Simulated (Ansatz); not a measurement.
# ScPd: pressure up to the limit of the methods

Aim: compress ScPd step by step, far beyond the usual range, and follow pressure and electronic structure. Methods of the runs shown: LAPW and crystal datasets. Companion runs by PAW are cited. Its runs: the reference run (LAPW); volume scaled by 1 (crystal datasets); volume scaled by 0.75 (LAPW); volume scaled by 0.6 (LAPW); volume scaled by 0.5 (LAPW and crystal datasets).

Computed with Ansatz 0.2.0 (DFT PBEsol, with the methods named in each step, unless a step's input says otherwise).

### 1 Starting point

Symmetry: Pm-3m, No. 221, cubic system. The conventional cell has a = 3.283 Å, b = 3.283 Å, c = 3.283 Å, α = 90.00°, β = 90.00°, γ = 90.00°. Sc (site symmetry m-3m) is surrounded by 8 Pd at 2.84 Å. Pd (site symmetry m-3m) has 8 Sc at 2.84 Å as nearest neighbours.

Coordinates:

```
CELL_PARAMETERS angstrom
3.28300 0.00000 0.00000
0.00000 3.28300 0.00000
0.00000 0.00000 3.28300
ATOMIC_POSITIONS crystal
Sc 0.50000 0.50000 0.50000
Pd 0.00000 0.00000 0.00000
```

Whether this phase is the stable one at these pressures isn't tested.

Atoms are numbered in the order of the input: Sc1, Pd2.

### 2 The reference volume, LAPW

The input, input.yaml:

```yaml
crystal:
  lattice:
    - [3.283, 0.0, 0.0]
    - [0.0, 3.283, 0.0]
    - [0.0, 0.0, 3.283]
  atoms:
    - { symbol: Sc, position: [0.5, 0.5, 0.5] }
    - { symbol: Pd, position: [0.0, 0.0, 0.0] }
kpoints:
  mp_grid: { grid: [11, 11, 11] }
  band_path:
    path:
      - [0.0, 0.0, 0.0]
      - [0.0, 0.5, 0.0]
      - [0.5, 0.5, 0.0]
      - [0.0, 0.0, 0.0]
      - [0.5, 0.5, 0.5]
      - [0.0, 0.5, 0.0]
      - [0.5, 0.5, 0.5]
      - [0.5, 0.5, 0.0]
    npoints: 14
scf:
  occupations: { method: fermi_dirac, width: 0.05 }
hamiltonian:
  xc: pbesol
  pseudopotentials: { kind: all_electron, lapw: { basis_error: 0.001 } }
output:
  forces: true
  stress: true
  eigenvalues: true
  populations: true
```

Command:

```sh
ansatz run input.yaml --threads 1 --pin off --max-ram 2048MiB --backend cpu --events-out ev --progress --plain --runs-dir out
```

Log:

```text
Sc: projections on atomic orbitals take those of the free atom 1s2 2s2 2p6 3s2 3p6 3d1 4s2, of charge +0.00 (hamiltonian.pseudopotentials.projection_atoms)
Pd: projections on atomic orbitals take those of the free atom 1s2 2s2 2p6 3s2 3p6 3d10 4s2 4p6 4d10, of charge +0.00 (hamiltonian.pseudopotentials.projection_atoms)
LAPW: plane waves up to 7.824 Å⁻¹, error target 1.0e-3 eV per atom; small_component_spin mean_spin; Sc in spheres of 1.383 Å, 11 of its electrons in bands, Dirac shells []; Pd in spheres of 1.460 Å, 18 of its electrons in bands, Dirac shells []
Engine: ansatz 0.2.0
Pseudopotentials: kind: all_electron
Pseudopotential: Sc, LAPW, valence charge 11, Koelling and Harmon's equation, gaussian nucleus
Pseudopotential: Pd, LAPW, valence charge 18, Koelling and Harmon's equation, gaussian nucleus
Functional definition: PBEsol
  exchange = pbesol_x
  correlation = pbesol_c
Crystal: 2 atoms, lattice volume = 35.384 Å³
Basis set: ecut = 233.2241747840333 eV, 257 PW (Γ), exchange–correlation at level 2
Bands: 19, of which v1, the nominal top of the filled ones, is band 15 counted from 1 (14 counted from 0)
Symmetry: 48 space group operations
Space group: Pm-3m (ITA 221), of the structure as read, at distance tolerance 3.3e-5 Å
k-points: 56 of 1331
Non-local potential: Sc, projectors of the file, none
Non-local potential: Pd, projectors of the file, none
Initial density: superposition of atomic densities (chi_scale 0.1, normalization cell, long waves kept (reshape's long-wave potential 0.00 eV rms))
Initial wavefunctions: plane waves of lowest kinetic energy (no species holds an atomic orbital)
Functional: x = pbesol(κ = 0.804, μ = 0.12345679012345678), c = pbesol(β = 0.046)
iter 1 solved again at ethr=3.27e-2 eV; its pass at ethr=1.00e-1 eV (dr2=9.49e0 eV) is discarded
SCF iter   1: F=—  HF=-158017.471742 eV  |F-HF|=—  |Δ(HF+E_count)|=         —  Δρ=1.22e-1  dr2=9.50e0  ethr=3.27e-2  ⟨swp⟩=2.0  Hψ=7788  notcnv=0
preconditioner: auto → none  [metal: Δε(μ)=0.010 eV  Ē_g=4.143 eV  σ=0.050 eV  W_gap=0.05  n_scr=6 (ndim 8)  ℏωp=22.5 eV  f_vac=0.000  D(μ)=4.99/eV (n_scr^D=80)  sad-step TF]
SCF iter   2: F=—  HF=-158025.961613 eV  |F-HF|=—  |Δ(HF+E_count)|=    8.49e0  Δρ=9.33e-2  dr2=5.60e0  ethr=3.27e-2  ⟨swp⟩=3.0  Hψ=3619  notcnv=0
SCF iter   3: F=—  HF=-158015.366003 eV  |F-HF|=—  |Δ(HF+E_count)|=    1.06e1  Δρ=5.44e-2  dr2=2.08e0  ethr=1.93e-2  ⟨swp⟩=2.1  Hψ=3363  notcnv=0
SCF iter   4: F=—  HF=-158013.523681 eV  |F-HF|=—  |Δ(HF+E_count)|=    1.84e0  Δρ=1.74e-2  dr2=2.09e-1  ethr=7.18e-3  ⟨swp⟩=2.3  Hψ=3383  notcnv=0
SCF iter   5: F=—  HF=-158013.435019 eV  |F-HF|=—  |Δ(HF+E_count)|=         —  Δρ=5.43e-3  dr2=2.21e-2  ethr=7.22e-4  ⟨swp⟩=2.5  Hψ=3413  notcnv=0
the basis was enlarged: its passes take 165.5 KiB over the memory plan, 1 of 1 planned eigensolver slots
iter 6 solved again at ethr=4.09e-7 eV; its pass at ethr=7.61e-5 eV (dr2=1.19e-4 eV) is discarded
SCF iter   6: F=—  HF=-158013.423542 eV  |F-HF|=—  |Δ(HF+E_count)|=   1.15e-2  Δρ=6.18e-4  dr2=1.18e-4  ethr=4.09e-7  ⟨swp⟩=2.5  Hψ=5532  notcnv=0
SCF iter   7: F=—  HF=-158013.423599 eV  |F-HF|=—  |Δ(HF+E_count)|=   5.71e-5  Δρ=7.47e-4  dr2=3.99e-4  ethr=4.06e-7  ⟨swp⟩=2.3  Hψ=3156  notcnv=0
SCF iter   8: F=—  HF=-158013.423446 eV  |F-HF|=—  |Δ(HF+E_count)|=   1.53e-4  Δρ=3.05e-4  dr2=6.77e-5  ethr=4.06e-7  ⟨swp⟩=2.0  Hψ=3136  notcnv=0
SCF iter   9: F=—  HF=-158013.423420 eV  |F-HF|=—  |Δ(HF+E_count)|=   2.64e-5  Δρ=9.70e-5  dr2=6.84e-6  ethr=2.33e-7  ⟨swp⟩=2.0  Hψ=3132  notcnv=0
SCF iter  10: F=-158013.423417 eV  HF=-158013.423417 eV  |F-HF|=6.96e-8  |Δ(HF+E_count)|=   2.60e-6  Δρ=5.92e-6  dr2=2.50e-8  ethr=2.36e-8  ⟨swp⟩=2.0  Hψ=3134  notcnv=0
SCF 1 converged in 10 iterations: F = -158013.423417 eV  dr2 = 2.50e-8
NSCF: frozen V_eff on 99 k-points
SCF converged after 10 iterations
Free energy (F): -158013.423417 eV
Harris-Foulkes:  -158013.423417 eV  (|F-HF|=6.96e-8)
Internal energy: -158013.414810 eV  (E = F + TS)
E sigma→0 (E₀):  -158013.419114 eV
Entropy (-TS):   -0.008607 eV (-4.304 meV/atom)
Fermi energy:    16.330492 eV
--- Per-component energies (eV) ---
  E_band       = -312.901479
  E_kinetic    = 164165.839976
  E_xc         = -4894.504583
  E_electrostatic = -317284.750202  (all electrons and nuclei)
  E_smearing   = -0.008607  (= −TS)
  E_closure    = 0.000000  (closes the sum)
  E_atoms      = -158002.254793  (free atoms, spherical and without spin; not in F)
  Σ components = -158013.423417   (vs F -158013.423417, Δ=0.00e0)
  Basis errors (estimates in eV, not in F): energy 1.8e-4 per atom: plane waves 1.5e-4 (8.0e-5 summed), levels above the bands 1.4e-33, relativity 1.7e-8, radial functions 2.9e-5, core shells 1.1e-6; eigenvalues (radial functions only) 2.3e-6; not estimated: angular momenta, meshes, grids; target (lapw.basis_error) 1.0e-3; muffin-tin radii Sc 1.383 Å, Pd 1.460 Å
--- Forces (eV/Å), atoms counted from 1 ---
  atom   1  Sc    -0.00000000     0.00000000     0.00000000
  atom   2  Pd    -0.00000000     0.00000000     0.00000000
  max |Σ_I F_I| component: 1.58e-29 eV/Å
--- Stress (GPa, compression-positive) ---
       -1.976176      -0.000000       0.000000
       -0.000000      -1.976176       0.000000
        0.000000       0.000000      -1.976176
  P = ⅓ Tr σ = -1.9762 GPa (-19.762 kbar)
--- Band table (eV; the first three rows and the last of 56) ---
  k-point 0: bands = ["-68.5916", "-34.3240", "-34.3240", "-34.3240", "-33.3600", "-11.9709", "-11.9709", "-11.9709", "9.4713", "11.5593", "11.5593", "13.4035", "13.4035", "13.4035", "17.4426", "17.4426", "19.5554", "19.5554", "19.5554"]
  k-point 1: bands = ["-68.5915", "-34.3279", "-34.3238", "-34.3238", "-33.3568", "-11.9890", "-11.9699", "-11.9699", "9.6140", "11.6065", "11.6379", "13.3789", "13.3789", "13.4240", "17.3614", "17.4627", "19.3113", "19.3113", "19.5168"]
  k-point 2: bands = ["-68.5912", "-34.3381", "-34.3233", "-34.3233", "-33.3482", "-12.0373", "-11.9672", "-11.9672", "10.0255", "11.7396", "11.8588", "13.3143", "13.3143", "13.4802", "17.1373", "17.4615", "18.7859", "18.7859", "19.4124"]
  k-point 55: bands = ["-68.5875", "-34.3477", "-34.3476", "-34.3476", "-33.3035", "-12.1394", "-12.1394", "-12.1389", "12.2393", "12.2877", "12.2877", "14.1398", "14.1398", "15.0274", "15.3594", "15.3594", "19.8507", "19.8507", "22.0877"]
--- Löwdin populations: 2 sites ---
  site symbol       q [e]
     0     Sc     21.2024
     1     Pd     45.2811
  spilling = 0.007708 (of n_electrons = 67.000000)
```

It took 19 s on 1 thread of Intel Xeon Platinum 8259CL at 2.50GHz (Skylake/Cascade Lake), shared host; peak memory 0.37 GiB.

This run gives: pressure -1.98 GPa; no gap.

Levels at the path's labelled points, in eV from the Fermi level:

| point | band 12 | band 13 | band 14 | band 15 | band 16 | band 17 | band 18 |
| --- | --- | --- | --- | --- | --- | --- | --- |
| Γ | -2.93 | -2.93 | -2.93 | 1.11 | 1.11 | 3.22 | 3.22 |
| X | -3.22 | -3.10 | -2.65 | -0.79 | -0.03 | 1.28 | 1.28 |
| M | -3.71 | -2.05 | -0.62 | 0.55 | 0.55 | 1.60 | 3.06 |
| Γ | -2.93 | -2.93 | -2.93 | 1.11 | 1.11 | 3.22 | 3.22 |
| R | -2.01 | -2.01 | -1.19 | -1.19 | -1.19 | 3.62 | 3.62 |
| X | -3.22 | -3.10 | -2.65 | -0.79 | -0.03 | 1.28 | 1.28 |
| R | -2.01 | -2.01 | -1.19 | -1.19 | -1.19 | 3.62 | 3.62 |
| M | -3.71 | -2.05 | -0.62 | 0.55 | 0.55 | 1.60 | 3.06 |

### 3 Volume scaled by 1, crystal datasets

The input, input.yaml:

```yaml
crystal:
  lattice:
    - [3.283, 0.0, 0.0]
    - [0.0, 3.283, 0.0]
    - [0.0, 0.0, 3.283]
  atoms:
    - { symbol: Sc, position: [0.5, 0.5, 0.5] }
    - { symbol: Pd, position: [0.0, 0.0, 0.0] }
kpoints:
  mp_grid: { grid: [11, 11, 11] }
scf:
  occupations: { method: fermi_dirac, width: 0.05 }
hamiltonian:
  xc: pbesol
  pseudopotentials: { kind: all_electron, datasets: crystal }
output:
  forces: true
  stress: true
  eigenvalues: true
  efg: { contact_densities: true }
```

Command:

```sh
ansatz run input.yaml --threads 1 --pin off --max-ram 2048MiB --backend cpu --events-out ev --progress --plain --runs-dir out
```

Log, shortened:

```text
[...]
band count auto-derived: 21 (N_el = 29.0; filled up to band 15; 19 by the electrons, moments and atoms)
Pd: output.efg is read without spin–orbit coupling, which moves field gradients at and beside such atoms by some per cent and up to a factor of two; PAW files take it under magnetization.noncollinear and magnetization.spin_orbit
[...]
[... 1 set-up line as earlier in the session ...]
Pseudopotential: Sc, paw, valence charge 11, recommended cutoff 260 eV (normal), Koelling and Harmon's equation, gaussian nucleus
Pseudopotential: Pd, paw, valence charge 18, recommended cutoff 260 eV (normal), Koelling and Harmon's equation, gaussian nucleus
[... 1 set-up line as earlier in the session ...]
[...]
Crystal: 2 atoms, lattice volume = 35.384 Å³
Basis set: ecut = 260 eV, 341 PW (Γ), exchange–correlation on 36×36×36 points (8 copies of the dense FFT grid, shifted against one another)
[...]
  atom   1  Sc     0.00000000    -0.00000000    -0.00000000
  atom   2  Pd    -0.00000000     0.00000000    -0.00000000
[...]
--- Stress (GPa, compression-positive) ---
       -1.974464       0.000000       0.000000
        0.000000      -1.974464       0.000000
        0.000000       0.000000      -1.974464
  P = ⅓ Tr σ = -1.9745 GPa (-19.745 kbar)
--- PAW observables at the nuclei: V_zz in 10²¹ V/m², potentials from the cell's mean, atoms counted from 1 ---
  atom   1  Sc V_zz =    -0.000000   η = 0.0000   by run symmetry: forbidden
            electrostatic potential = -2373.220083 V   contact ρ = 48477.130419 e/Å³
  atom   2  Pd V_zz =    -0.000000   η = 0.0000   by run symmetry: forbidden
            electrostatic potential = -7247.754577 V   contact ρ = 864386.684760 e/Å³
--- Band table (eV; the first three rows and the last of 56) ---
  k-point 0: bands = ["-68.5917", "-34.3241", "-34.3241", "-34.3241", "-33.3598", "-11.9707", "-11.9707", "-11.9707", "9.4713", "11.5592", "11.5592", "13.4034", "13.4034", "13.4034", "17.4426", "17.4426", "19.5554", "19.5554", "19.5554"]
[...]
```

It took 10 s on 1 thread of Intel Xeon Platinum 8259CL at 2.50GHz (Skylake/Cascade Lake), shared host; peak memory 0.49 GiB.

Result: pressure -1.97 GPa; no gap.

[end of part 1 of 2]
